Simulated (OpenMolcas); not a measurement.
**Si2H3OF (SMILES F[Si]O[SiH3]), step by step**

Wanted: a series of 14 runs (HF/ANO-RCC-MB, CASSCF(10,10)/ANO-RCC-VDZ, RASSCF(10,14)/ANO-RCC-VDZ, CASPT2[IPEA 0](10,10)/ANO-RCC-VDZ, MC-PDFT[tOPBE](10,10)/ANO-RCC-VDZ, CASPT2(10,10)/ANO-RCC-VDZ, MC-PDFT[tBLYP](10,10)/ANO-RCC-VDZ, PC-NEVPT2(10,10)/ANO-RCC-VDZ) of FH3OSi2. 

The calculation is run with OpenMolcas 26.06.

## Step 1: Starting point

The species is Si2H3OF (7 atoms), meant as a singlet with charge 0. As SMILES, `F[Si]O[SiH3]`. The shape is that of a PBE0-D4/def2-TZVP optimisation. This is one conformer, not always the lowest.

Bond lengths: F1–Si2 1.617 Å, Si2–O3 1.630 Å, O3–Si4 1.657 Å, Si4–H5 1.482 Å, Si4–H6 1.483 Å, Si4–H7 1.483 Å. Angles: F1–Si2–O3 101.9°, Si2–O3–Si4 146.4°, O3–Si4–H5 107.7°, O3–Si4–H6 109.7°, O3–Si4–H7 109.7°, H5–Si4–H6 109.9°, H5–Si4–H7 109.9°, H6–Si4–H7 109.9°.

## Step 2: A single-point energy at HF/ANO-RCC-MB (DKH2) (run 1)

Input file step1.input:

```
&GATEWAY
 BasisSet
 F.ANO-RCC-MB....
 F1 0.639300 -1.829500 1.608700 angstrom
 End of Basis
 BasisSet
 Si.ANO-RCC-MB....
 Si2 -0.428700 -2.165500 0.441500 angstrom
 Si4 -0.025600 0.837100 -0.406700 angstrom
 End of Basis
 BasisSet
 O.ANO-RCC-MB....
 O3 -0.538300 -0.736500 -0.334600 angstrom
 End of Basis
 BasisSet
 H.ANO-RCC-MB....
 H5 -0.705100 1.480700 -1.555500 angstrom
 H6 -0.385700 1.537800 0.850000 angstrom
 H7 1.444000 0.875800 -0.603300 angstrom
 End of Basis

&SEWARD
 Relativistic=R02E00

&SCF
 PrOrbitals=1 2
```

Command:

```sh
export MOLCAS_MEM=1860
pymolcas step1.input > step1.log
```

Output:

```text
--- Start Module: gateway ---
[...]
--- Stop Module: gateway /rc=_RC_ALL_IS_WELL_ ---
--- Start Module: seward ---
[...]
      Basis functions           31
--- Stop Module: seward /rc=_RC_ALL_IS_WELL_ ---
[...]
--- Start Module: scf ---
[...]
       Convergence after  10 Iterations
[...]
::    Total SCF energy                               -755.1244659864
[...]
      Total spin, S                                     0.0000000000
[...]
      Total electronic charge=   48.000000
      Total            charge=   -0.000000
[...]
      Dipole Moment (debye):
      Origin of the operator (angstrom)=   -0.0938   -0.8490    0.2646
                   X= -4.4042E-01               Y=  5.7957E-01               Z= -8.0289E-01           Total=  1.0837E+00
      Quadrupole Moment (debye*angstrom):
[...]
--- Stop Module: scf /rc=_RC_ALL_IS_WELL_ ---
[...]
```

Run time: 1.9 s. Hardware: 1 thread of Intel Xeon 6975P-C (Granite Rapids), shared host; peak memory 0.41 GiB.

## Step 3: The vertical excitations at CASSCF(10,10)/ANO-RCC-VDZ (DKH2, 5 states averaged) (run 2)

Input file step2.input:

```
* FH3OSi2 CASSCF
>>> EXPORT MOLCAS_PRINT=2
&GATEWAY
BasisSet
F.ANO-RCC-MB....
F1 0.639300 -1.829500 1.608700 angstrom
End of Basis
BasisSet
Si.ANO-RCC-MB....
Si2 -0.428700 -2.165500 0.441500 angstrom
Si4 -0.025600 0.837100 -0.406700 angstrom
End of Basis
BasisSet
O.ANO-RCC-MB....
O3 -0.538300 -0.736500 -0.334600 angstrom
End of Basis
BasisSet
H.ANO-RCC-MB....
H5 -0.705100 1.480700 -1.555500 angstrom
H6 -0.385700 1.537800 0.850000 angstrom
H7 1.444000 0.875800 -0.603300 angstrom
End of Basis
&SEWARD
Relativistic
R02E00
&RASSCF
FileOrb
$CurrDir/step1.ScfOrb
Spin
1
Nactel
10 0 0
Inactive
19
Ras2
10
CIRoot
5 5 1
OrbListing
Nothing
>>> COPY $Project.RunFile RUNFIL1
>>> COPY $Project.RasOrb INPORB
&GATEWAY
BasisSet
F.ANO-RCC-VDZ....
F1 0.639300 -1.829500 1.608700 angstrom
End of Basis
BasisSet
Si.ANO-RCC-VDZ....
Si2 -0.428700 -2.165500 0.441500 angstrom
Si4 -0.025600 0.837100 -0.406700 angstrom
End of Basis
BasisSet
O.ANO-RCC-VDZ....
O3 -0.538300 -0.736500 -0.334600 angstrom
End of Basis
BasisSet
H.ANO-RCC-VDZ....
H5 -0.705100 1.480700 -1.555500 angstrom
H6 -0.385700 1.537800 0.850000 angstrom
H7 1.444000 0.875800 -0.603300 angstrom
End of Basis
&SEWARD
Relativistic
R02E00
>>> COPY $Project.RunFile RUNFIL2
&EXPBAS
&RASSCF
FileOrb
$Project.ExpOrb
Spin
1
Nactel
10 0 0
Inactive
19
Ras2
10
CIRoot
5 5 1
OrbListing
Few
OrbAppear
Compact
```

Command:

```sh
export MOLCAS_MEM=1860
pymolcas step2.input > step2.log
```

Output:

```text
--- Start Module: gateway ---
[...]
      Basis functions           31
[...]
      Number of active orbitals                 10
[...]
      Spin quantum number                      0.0
[...]
      Active orbitals                           10
[...]
      Number of CSFs                         19404
[...]
      Number of root(s) required                 5
[...]
      Convergence after 40 iterations
[...]
      Natural orbitals and occupation numbers for root  1
      sym 1:   1.987288   1.974055   1.979123   1.968196   1.957914   0.049158   0.011710   0.030497   0.016880   0.025180
      Natural orbitals and occupation numbers for root  2
      sym 1:   1.985749   1.961555   1.973246   1.981355   1.009223   1.013797   0.013403   0.028203   0.007243   0.026226
      Natural orbitals and occupation numbers for root  3
      sym 1:   1.983457   1.972768   1.020559   1.994038   1.968144   0.987464   0.009081   0.021052   0.016398   0.027040
[...]
::    RASSCF root number  1 Total energy:   -755.19881073
::    RASSCF root number  2 Total energy:   -754.99437929
[...]
      Basis functions           50
[...]
--- Start Module: expbas ---
[...]
      Convergence after 29 iterations
[...]
      Natural orbitals and occupation numbers for root  2
      sym 1:   1.990729   1.969980   1.975319   1.968130   1.007605   1.002208   0.015846   0.025348   0.023674   0.021162
      Natural orbitals and occupation numbers for root  3
      sym 1:   1.994923   1.987719   0.995191   1.981051   1.977745   1.000707   0.014531   0.021565   0.008728   0.017839
      Natural orbitals and occupation numbers for root  4
      sym 1:   1.992714   1.978504   1.975551   1.183831   1.860481   0.833835   0.117178   0.022831   0.023860   0.011213
      Natural orbitals and occupation numbers for root  5
      sym 1:   1.992838   1.972888   1.964522   1.878055   1.095626   0.295121   0.730325   0.027253   0.024401   0.018970
      ************************************************************************************************************************
      *                                                    Final results                                                     *
[...]
::    RASSCF root number  2 Total energy:   -755.22374629
::    RASSCF root number  3 Total energy:   -755.15607088
::    RASSCF root number  4 Total energy:   -755.13629137
::    RASSCF root number  5 Total energy:   -755.07637863
[...]
      Dipole Moment (debye):
      Origin of the operator (angstrom)=   -0.0938   -0.8490    0.2646
                   X= -1.1862E+00               Y= -1.8252E+00               Z= -6.4371E-01           Total=  2.2700E+00
      Quadrupole Moment (debye*angstrom):
[...]
```

Wall time 66 s (1 thread of Intel Xeon 6975P-C (Granite Rapids), shared host); peak memory 0.41 GiB.

The roots found:

```
excited state  energy (eV)
            1        5.730
            2        7.572
            3        8.110
            4        9.740
```

Runs 3 to 11 aren't shown in full; the table further down has their settings and results.

## Step 4: The distorted shape: a single-point energy at MC-PDFT[tBLYP](10,10)/ANO-RCC-VDZ (DKH2, hybrid share 0.25) (run 12)

Input file step12.inp:

```
&gateway
 coord
 7
 angstrom
 F        0.616371      -1.806411       1.589874
 Si      -0.404793      -2.135227       0.442327
 O       -0.537799      -0.738579      -0.346890
 Si      -0.056069       0.780056      -0.404914
 H       -0.749663       1.482104      -1.530014
 H       -0.405140       1.531746       0.836555
 H        1.453075       0.875246      -0.624728
 basis=ANO-RCC-VDZ
 group=NoSym

&seward

&rasscf
 fileorb=$CurrDir/step2.RasOrb
 spin=1
 nactel=10 0 0
 inactive=19
 ras2=10
 orblisting=Few
 orbappear=Compact

&mcpdft
 ksdft=T:BLYP
 lambda=0.25
```

Command:

```sh
export MOLCAS_MEM=1860
pymolcas step12.inp > step12.log
```

Output:

```text
--- Start Module: gateway ---
[...]
--- Stop Module: gateway /rc=_RC_ALL_IS_WELL_ ---
[...]
      Basis functions           50
[...]
--- Start Module: rasscf ---
[...]
      Number of active orbitals                 10
[...]
      Spin quantum number                      0.0
[...]
      Active orbitals                           10
[...]
      Number of CSFs                         19404
[...]
      Number of root(s) required                 1
[...]
 ###    WARNING: Large orbital rotation.                                     ###
 ###############################################################################
      Molecular orbital  25 of symmetry 1 MO space 2  weight is    0.267216
[...]
 ###    ERROR: Rasscf and CI energies differ.                                ###
 ###############################################################################
      iteration                     1
[...]
 ###    WARNING: Large orbital rotation.                                     ###
 ###############################################################################
      Molecular orbital   6 of symmetry 1 MO space 1  weight is    0.280901
[...]
      Convergence after 79 iterations
[...]
      printout of CI-coefficients larger than  0.05 for root  1
      energy=    -755.442799
      conf/sym  1111111111     Coeff  Weight
           212  2022200200  -0.05443 0.00296
          3605  2020220200   0.97301 0.94674
          4885  2u20u20d0d  -0.05066 0.00257
          6129  20uu2dd200   0.05849 0.00342
         12385  2020020202  -0.06743 0.00455
         13518  u020d202ud   0.05097 0.00260
[...]
      Natural orbitals and occupation numbers for root  1
      sym 1:   1.976650   0.013224   1.980308   0.027943   1.972758   1.973305   0.018918   1.986840   0.023102   0.026952
      ************************************************************************************************************************
      *                                                    Final results                                                     *
[...]
::    RASSCF root number  1 Total energy:   -755.44279916
[...]
      Total electronic charge=   48.000000
      Total            charge=   -0.000000
[...]
      Dipole Moment (debye):
      Origin of the operator (angstrom)=   -0.1009   -0.8527    0.2594
                   X= -4.8199E-01               Y=  7.0720E-01               Z= -8.7941E-01           Total=  1.2271E+00
      Quadrupole Moment (debye*angstrom):
[...]
--- Stop Module: rasscf /rc=_RC_ALL_IS_WELL_ ---
[...]
--- Start Module: mcpdft ---
[...]
::    MCPDFT root number  1 Total energy:   -756.75974479
--- Stop Module: mcpdft /rc=_RC_ALL_IS_WELL_ ---
[...]
```

It took 59 s on 1 thread of Intel Xeon 6975P-C (Granite Rapids), shared host; peak memory 0.39 GiB.

Run 13 isn't shown in full; the table further down has it.

## Step 5: The excited states at PC-NEVPT2(10,10)/ANO-RCC-VDZ (DKH2, pt2 variant QD-PC-NEVPT2, 5 states averaged) (run 14)

Input file step14.inp:

```
* FH3OSi2 NEVPT2

&GATEWAY
 BASISSET
 F.ANO-RCC-VDZ....
 F1 0.639300 -1.829500 1.608700 angstrom
 End of Basis
 BASISSET
 Si.ANO-RCC-VDZ....
 Si2 -0.428700 -2.165500 0.441500 angstrom
 Si4 -0.025600 0.837100 -0.406700 angstrom
 End of Basis
 BASISSET
 O.ANO-RCC-VDZ....
 O3 -0.538300 -0.736500 -0.334600 angstrom
 End of Basis
 BASISSET
 H.ANO-RCC-VDZ....
 H5 -0.705100 1.480700 -1.555500 angstrom
 H6 -0.385700 1.537800 0.850000 angstrom
 H7 1.444000 0.875800 -0.603300 angstrom
 End of Basis

&SEWARD
 RELATIVISTIC = R02E00

&RASSCF
 FILEORB = $CurrDir/step2.RasOrb
 SPIN = 1
 NACTEL = 10 0 0
 INACTIVE = 19
 RAS2 = 10
 CIROOT = 5 5 1
 ORBLISTING = Few
 ORBAPPEAR = Compact

&CASPT2
 PC-NEVPT2
 MULTISTATE = all
```

Command:

```sh
export MOLCAS_MEM=1860
pymolcas step14.inp > step14.log
```

Output:

```text
--- Start Module: gateway ---
[...]
--- Stop Module: gateway /rc=_RC_ALL_IS_WELL_ ---
[...]
      Basis functions           50
[...]
      Number of active orbitals                 10
[...]
      Spin quantum number                      0.0
[...]
      Active orbitals                           10
[...]
      Number of CSFs                         19404
[...]
      Number of root(s) required                 5
[...]
      Convergence after  7 iterations
[...]
      printout of CI-coefficients larger than  0.05 for root  1
      energy=    -755.434318
      conf/sym  1111111111     Coeff  Weight
             1  2222200000  -0.96274 0.92688
             7  222u2d0000   0.06515 0.00424
            27  2222020000   0.11614 0.01349
           171  2202200020   0.05528 0.00306
[...]
      Natural orbitals and occupation numbers for root  1
      sym 1:   1.991838   1.978487   1.975319   1.968798   1.958237   0.050228   0.013064   0.023931   0.024411   0.015687
      Natural orbitals and occupation numbers for root  2
      sym 1:   1.990729   1.969981   1.975319   1.968131   1.007604   1.002209   0.015845   0.025346   0.023675   0.021163
      Natural orbitals and occupation numbers for root  3
      sym 1:   1.994924   1.987715   0.995192   1.981051   1.977745   1.000707   0.014533   0.021565   0.008728   0.017839
      Natural orbitals and occupation numbers for root  4
      sym 1:   1.992715   1.978503   1.975553   1.183817   1.860447   0.833849   0.117211   0.022832   0.023860   0.011214
      Natural orbitals and occupation numbers for root  5
      sym 1:   1.992838   1.972887   1.964525   1.877995   1.095715   0.295009   0.730403   0.027254   0.024403   0.018971
      ************************************************************************************************************************
      *                                                    Final results                                                     *
[...]
::    RASSCF root number  1 Total energy:   -755.43431807
::    RASSCF root number  2 Total energy:   -755.22374329
[...]
      Total electronic charge=   48.000000
      Total            charge=   -0.000000
[...]
      Dipole Moment (debye):
      Origin of the operator (angstrom)=   -0.0938   -0.8490    0.2646
                   X= -1.1858E+00               Y= -1.8243E+00               Z= -6.4351E-01           Total=  2.2690E+00
      Quadrupole Moment (debye*angstrom):
[...]
::    QD-SC-NEVPT2 Root  2     Total energy:   -755.44725067
::    QD-SC-NEVPT2 Root  3     Total energy:   -755.38465281
::    QD-SC-NEVPT2 Root  4     Total energy:   -755.36454212
::    QD-SC-NEVPT2 Root  5     Total energy:   -755.31941680
[...]
```

It took 88 s on 1 thread of Intel Xeon 6975P-C (Granite Rapids), shared host; peak memory 0.41 GiB.

The roots found:

```
excited state  energy (eV)
            1        5.641
            2        7.305
            3        7.823
            4        8.856
```

## Step 6: The series

```
run                                                                                                                                level  start basis         task  partner  energy (Eh)  dipole moment (D) of the reference  wall time
  1                                                                                                                 HF/ANO-RCC-MB (DKH2)            –       energy     base  -755.124466                                1.08      1.9 s
  2                                                                                  CASSCF(10,10)/ANO-RCC-VDZ (DKH2, 5 states averaged)   ANO-RCC-MB      excited     base  -755.434319                                1.51       66 s
  3                                                                                  RASSCF(10,14)/ANO-RCC-VDZ (DKH2, 5 states averaged)            –      excited     base  -755.380674                                1.39      7.2 s
  4                       CASPT2[IPEA 0](10,10)/ANO-RCC-VDZ (DKH2, ipea shift 0 Eh, pt2 variant MS, 5 states averaged, sigma1 shift 0.2)            –      excited     base  -755.665837                                1.51       66 s
  5                                                       MC-PDFT[tOPBE](10,10)/ANO-RCC-VDZ (DKH2, hybrid share 0.25, 5 states averaged)            –      excited     base  -756.653922                                   –       11 s
  6                          CASPT2[IPEA 0](10,10)/ANO-RCC-VDZ (DKH2, fock type G1, ipea shift 0 Eh, pt2 variant XMS, 5 states averaged)            –      excited     base  -755.669487                                1.51       69 s
  7                                             CASPT2(10,10)/ANO-RCC-VDZ (DKH2, ipea shift 0.25 Eh, pt2 variant XMS, 5 states averaged)            –      excited     base  -755.667905                                1.51       68 s
  8                                                                                  CASSCF(10,10)/ANO-RCC-VDZ (DKH2, 5 states averaged)            –      excited     base  -755.434318                                1.51       23 s
  9                                                                          MC-PDFT[tBLYP](10,10)/ANO-RCC-VDZ (DKH2, 5 states averaged)            –      excited  triplet      timeout                                   –    6.1 min
 10                           CASPT2(10,10)/ANO-RCC-VDZ (DKH2, ipea shift 0.25 Eh, pt2 variant MS, real shift 0.2 Eh, 5 states averaged)            –      excited     base  -755.668883                                1.51       80 s
 11  CASPT2(10,10)/ANO-RCC-VDZ (DKH2, PCM carbontetrachloride, ipea shift 0.25 Eh, pt2 variant MS, real shift 0.1 Eh, 5 states averaged)            –      excited     base  -755.702549                                1.59       85 s
 12                                                                          MC-PDFT[tBLYP](10,10)/ANO-RCC-VDZ (DKH2, hybrid share 0.25)            –       energy  rattled  -756.759745                                1.23       59 s
 13                                                                                                     CASSCF(10,10)/ANO-RCC-VDZ (DKH2)            –  frequencies     base  -755.477098                                3.10     11 min
 14                                                     PC-NEVPT2(10,10)/ANO-RCC-VDZ (DKH2, pt2 variant QD-PC-NEVPT2, 5 states averaged)            –      excited     base  -755.659583                                1.51       88 s
```

## Step 7: Outcome

| quantity | value |
| --- | --- |
| run 14, PC-NEVPT2(10,10)/ANO-RCC-VDZ: energy of the lowest of 5 roots | -755.65958 Eh |
| run 14, PC-NEVPT2(10,10)/ANO-RCC-VDZ: dipole moment (CASSCF density) | 1.51 D |
| run 14, PC-NEVPT2(10,10)/ANO-RCC-VDZ: lowest excitation energy within this active space | 5.64 eV |

In run 1 the basis is minimal, so the values are rough. All runs together took 27 min, the longest 11 min. 1 of the 14 runs did not end normally.
